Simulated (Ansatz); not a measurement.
# CH₅BOSi: a ladder of functionals and wavefunction methods

An exercise on one series of results from a longer session: the logs are not shown, and one member is left open.

Computed with Ansatz 0.2.0, Gaussian basis. Level: functionals in def2-TZVPP, the program's frozen cores in correlated methods.

Levels to be run: LDA (SPW92), PBE-D4, revPBE-D4, BLYP-D4, r2SCAN-D4, B97M-V, PBE0-D4, B3LYP-D4, r2SCANh-D4, r2SCAN0-D4, HSE06-D4, BHLYP-D4, CAM-B3LYP-D4, LC-ωPBE, ωB97X-V, ωB97M-V, B2PLYP, PBE-QIDH; CCSD(T)/def2-SVP; CCSD(T)/def2-TZVPP; MP2/def2-QZVPP; extrapolation to the limit; RPA on PBE.

## The relaxed structure

The geometry comes from an earlier relaxation with PBE0-D4 in a triple-zeta def2 set; it is a stationary point, not always the lowest conformer.

SMILES `[SiH3]B1CO1`, 9 atoms, charge 0, spin multiplicity 1.

Atoms are counted from 1 here; the program's logs count them from 0.

Bond lengths: Si1–B2 1.997 Å, Si1–H5 1.488 Å, Si1–H6 1.487 Å, Si1–H7 1.486 Å, B2–C3 1.520 Å, B2–O4 1.332 Å, C3–O4 1.488 Å, C3–H8 1.086 Å, C3–H9 1.086 Å. Angles: B2–Si1–H5 108.8°, B2–Si1–H6 108.8°, B2–Si1–H7 112.3°, H5–Si1–H6 108.4°, H5–Si1–H7 109.2°, H6–Si1–H7 109.2°, Si1–B2–C3 158.1°, Si1–B2–O4 139.4°, C3–B2–O4 62.5°, B2–C3–O4 52.6°, B2–C3–H8 122.1°, B2–C3–H9 122.1°, O4–C3–H8 112.8°, O4–C3–H9 112.8°, H8–C3–H9 115.0°, B2–O4–C3 64.9°.

The first run:

in.yaml

```yaml
crystal:
  periodic: [false, false, false]
  atoms:
    - {symbol: Si, position_ang: [-0.617385, 1.087473, -1.056798]}
    - {symbol: B, position_ang: [0.328716, -0.175071, 0.167853]}
    - {symbol: C, position_ang: [0.497714, -1.267563, 1.211091]}
    - {symbol: O, position_ang: [1.571538, -0.507490, 0.514891]}
    - {symbol: H, position_ang: [-1.460875, 0.302117, -1.997230]}
    - {symbol: H, position_ang: [-1.506896, 1.963952, -0.248590]}
    - {symbol: H, position_ang: [0.326411, 1.931491, -1.834164]}
    - {symbol: H, position_ang: [0.491210, -2.321561, 0.949474]}
    - {symbol: H, position_ang: [0.458167, -1.059647, 2.276273]}
basis:
  gaussian: {orbitals: def2-TZVPP}
hamiltonian: {xc: lda}
output: {orbitals: {seedname: orbitals}}
```

The run is started by

```bash
$ ansatz run in.yaml --threads 2 --pin off --events-out ev --progress --plain --max-ram 4352MiB
```

Among the steps run: LDA; PBE-D4 (GGA); revPBE-D4 (GGA); BLYP-D4 (GGA); r2SCAN-D4 (meta-GGA); B97M-V (meta-GGA); PBE0-D4 (hybrid); B3LYP-D4 (hybrid); r2SCANh-D4 (hybrid); r2SCAN0-D4 (hybrid); HSE06-D4 (hybrid); BHLYP-D4 (hybrid); CAM-B3LYP-D4 (range-separated); LC-ωPBE (range-separated); ωB97X-V (range-separated); ωB97M-V (range-separated); B2PLYP (double hybrid); PBE-QIDH (double hybrid).

One of the session's tables, all rows but one given; the rest of the session is left out.

It belongs to the step «Frontier levels by functional». 

| functional | HOMO (eV) | gap (eV) |
| --- | --- | --- |
| LDA (SPW92) | -6.85 | 4.53 |
| PBE-D4 | -6.69 | 4.60 |
| revPBE-D4 | -6.63 | 4.63 |
| BLYP-D4 | ? | ? |
| r2SCAN-D4 | -6.91 | 5.07 |
| B97M-V | -7.02 | 5.10 |
| PBE0-D4 | -7.97 | 6.83 |
| B3LYP-D4 | -7.75 | 6.42 |
| r2SCANh-D4 | -7.39 | 5.89 |
| r2SCAN0-D4 | -8.11 | 7.11 |
| HSE06-D4 | -7.56 | 6.04 |
| BHLYP-D4 | -9.15 | 9.05 |
| CAM-B3LYP-D4 | -9.36 | 9.38 |
| LC-ωPBE | -10.73 | 11.91 |
| ωB97X-V | -10.34 | 11.42 |
| ωB97M-V | -10.20 | 11.05 |

Estimate the missing values for BLYP-D4.

Worked estimate for «HOMO (eV)». Against the share of exact exchange, B3LYP-D4 (0.2, -7.75), BHLYP-D4 (0.5, -9.15) give a slope of -4.67 per unit share; at 0 the line stands at -6.82.

**Answer.** HOMO (eV): -6.56; gap (eV): 4.65. In «HOMO (eV)» the line misses by -0.26.
